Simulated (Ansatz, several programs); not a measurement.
Ga4As3P as one 8-atom ordering (I-42m) on the zincblende lattice, relaxed with r2SCAN in Ansatz (plane waves, PAW): it is tetragonal, I-42m (No. 121); conventional cell a = 5.612 Å, c = 11.221 Å, 22.09 Å³ an atom. P is surrounded by 4 Ga at 2.38 Å; Ga is surrounded by 1 P at 2.38 Å and 3 As at 2.44–2.46 Å; As is surrounded by 4 Ga at 2.44 Å; As is surrounded by 4 Ga at 2.46 Å. The cell was then scaled with its shape and fractional coordinates held, which makes it stiffer than a relaxed compression. Simulation only: spin-unpolarised, and no claim that this is the phase found in nature.

```tsv
V (Å³/atom)	E (meV/atom)
20.761	21.10
22.086	0.00
22.749	4.48
23.411	16.95
```

Problem. Pass a cubic E = c₀ + c₁u + c₂u² + c₃u³, with u = V − 22.252 Å³, through these points.

Solution. c₀ = 0.29, c₁ = +3.479, c₂ = 10.406, c₃ = -0.8651 (meV and Å³).

Problem. Where is the minimum, and what bulk modulus follows?

Solution. dE/du = 0 at u = -0.164, so V₀ = 22.09 Å³. B = V₀ d²E/dV² = 22.09 × (2c₂ + 6c₃u) = 22.09 × 21.662 = 478 meV/Å³, and 1 meV/Å³ is 0.16022 GPa: 77 GPa. A third-order Birch-Murnaghan fit to all five points gives 22.08 Å³ and 76 GPa.

Problem. Predict the energy and the pressure at the withheld volume, 21.424 Å³.

Solution. With u = -0.828: E ≈ 5.03 meV and P = −dE/dV ≈ +2.49 GPa. The run gives 4.97 meV and, from its stress, +2.48 GPa.
